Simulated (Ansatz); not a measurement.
**GaBr− (quartet): from Hartree-Fock to the top rungs, aug-cc-pVDZ**

The task here is to estimate one member of a computed series from the others.

Computed with Ansatz 0.2.0, Gaussian basis. Level: aug-cc-pVDZ, core rule «outside noble gas», up to 28 orbitals frozen.

To be run: UHF; CCSD(T) on ROHF; CCSD(T) on UHF; BCCD(T) on ROHF; CISD; CCSDT(Q) on ROHF; CCSDT(Q) on UHF.

26 further runs of the same task are left out: 11 for a known fault of the program, 7 that didn't finish, 8 set aside as unsound or not needed.

**What is computed**

The geometry is a PBE0/def2-TZVPD stationary point (not a proven minimum). No spin-orbit coupling is included. The filled d shell of Ga, Br may be among the frozen orbitals whatever the setting's name suggests; the logs give the count.

2 atoms, charge -1, spin multiplicity 4.

Atoms are counted from 1 here; the program's logs count them from 0.

Bond lengths: Ga1–Br2 2.416 Å.

Set-up of the first run:

File in.yaml:

```yaml
crystal:
  periodic: [false, false, false]
  atoms:
    - {symbol: Ga, position_ang: [0.000000, 0.000000, 0.000000]}
    - {symbol: Br, position_ang: [0.000000, 0.000000, 2.415800]}
basis:
  gaussian: {orbitals: aug-cc-pVDZ}
total_charge: -1
magnetization: {spin_polarized: true, initial_magnetization: 3}
hamiltonian: {xc: hf}
output: {orbitals: {seedname: orbitals}}
```

Run with:

```sh
$ ansatz run in.yaml --threads 1 --pin off --events-out ev --progress --plain --max-ram 2393MiB
```

Steps of the session up to this table: UHF; CCSD(T) on ROHF; CCSD(T) on UHF; BCCD(T) on ROHF; CISD; CCSDT(Q) on ROHF; CCSDT(Q) on UHF.

One table of the session follows, with a row left open; its other results are not shown here.

It belongs to the step «Misses and costs». 

| method | from UCCSDT(Q) (meV) |
| --- | --- |
| ROHF | +4819.7 |
| UHF | +4774.5 |
| RMP2 | +670.0 |
| UMP2 | +645.1 |
| RCCSD | +189.4 |
| UCCSD | ? |
| RCCSD(T) | +49.9 |
| UCCSD(T) | +30.6 |
| BCCD(T) | +50.0 |
| RCCSDT | +29.6 |
| UCCSDT | +10.5 |
| RCCSDT(Q) | +20.0 |
| UCCSDT(Q) | 0 |

Estimate the missing values for UCCSD.

As computed: from UCCSDT(Q) (meV): +169.2. In the column «from UCCSDT(Q) (meV)» it lies between BCCD(T) (+50.0) and RCCSD (+189.4).

Not comparable, so not listed: CISD (they don't share determinant, frozen orbitals or solution with the rows shown, or repeat one).

Limits of these values: Restricted and unrestricted rows rest on different reference determinants; where their highest levels disagree by more than a few hundredths of an eV, they describe different states and don't form one ladder.
